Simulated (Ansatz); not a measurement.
# ReP (rocksalt): equation of state

One table from this session's results is given with a row withheld; the runs are named, their logs left out.

Program: Ansatz 0.2.0. Level of theory: DFT PBE, scalar-relativistic, plane waves, PAW. These are calculated values, not measurements.

1 further run of the same task is left out (it didn't finish). Runs told in other sessions of the task aren't counted.

## The starting structure

The structure is cubic, space group Fm-3m (No. 225). Conventional cell: a = 4.916 Å, b = 4.916 Å, c = 4.916 Å, α = 90.00°, β = 90.00°, γ = 90.00°. Re (site symmetry m-3m) is surrounded by 6 P at 2.46 Å. Around P (site symmetry m-3m) lie 6 Re at 2.46 Å.

Structure file:

```cif
data_structure
_symmetry_space_group_name_H-M 'Fm-3m'
_symmetry_Int_Tables_number 225
_cell_length_a 4.9160
_cell_length_b 4.9160
_cell_length_c 4.9160
_cell_angle_alpha 90.000
_cell_angle_beta 90.000
_cell_angle_gamma 90.000
_cell_volume 118.80
loop_
_atom_site_label
_atom_site_type_symbol
_atom_site_symmetry_multiplicity
_atom_site_Wyckoff_symbol
_atom_site_fract_x
_atom_site_fract_y
_atom_site_fract_z
_atom_site_occupancy
Re1 Re 4 b 0.50000 0.00000 0.00000 1
P1 P 4 a 0.00000 0.00000 0.00000 1
```

This cell comes from an earlier session at PBE: 14.850 Å³/atom at 0.00 GPa, on a 12×12×12 mesh.

Volume factors to run: 0.980, 1.020, 0.960, 1.040, 1.070, 1.100, 0.945.

The first run:

input.yaml reads:

```yaml
crystal:
  lattice:
    - [0.0, 2.4414829388, 2.4414829388]
    - [2.4414829388, 0.0, 2.4414829388]
    - [2.4414829388, 2.4414829388, 0.0]
  atoms:
    - { symbol: Re, position: [0.5, 0.5, 0.5] }
    - { symbol: P, position: [0.0, 0.0, 0.0] }
basis:
  ecutwfc: 420
  ecutrho_ratio: 4
kpoints:
  mp_grid: { grid: [12, 12, 12] }
hamiltonian:
  xc: pbe
scf:
  occupations: { method: gaussian, width: 0.05 }
output:
  forces: true
  stress: true
  eigenvalues: true
```

Launch:

```
$ ansatz run input.yaml --threads 2 --pin off --max-ram 2662MiB --backend cpu --events-out ev --progress --plain --runs-dir out
```

Steps of the session up to this table: At 0.980 of the relaxed volume; At 1.020 of the relaxed volume; At 0.960 of the relaxed volume; At 1.040 of the relaxed volume; Volume × 1.070; At 1.100 of the relaxed volume; At 0.945 of the relaxed volume.

One table of the session follows, with a row left open; its other results are not shown here.

It belongs to the step «Energy and pressure against volume». 

| volume (Å³/atom) | energy (meV/atom) | pressure (GPa) |
| --- | --- | --- |
| 14.034 | 33.84 | 13.97 |
| 14.256 | 17.41 | 9.73 |
| 14.553 | ? | ? |
| 14.850 | 0.00 | 0.00 |
| 15.147 | 3.87 | -4.11 |
| 15.444 | 14.94 | -7.79 |
| 15.890 | 43.44 | -12.60 |
| 16.335 | 84.26 | -16.66 |

Estimate the missing values for volume (Å³/atom) = 14.553.

Worked estimate for «energy (meV/atom)». A straight line through the neighbours (14.256, 17.41) and (14.850, 0.00) gives 17.41 + (0.00 − 17.41) × (14.553 − 14.256) / (14.850 − 14.256) = 8.70; a parabola fitted to 4 rows on both sides gives 4.30.

The run gave: energy (meV/atom): 4.20; pressure (GPa): 4.60. In «energy (meV/atom)» the line misses by +4.50 and the parabola by +0.10.
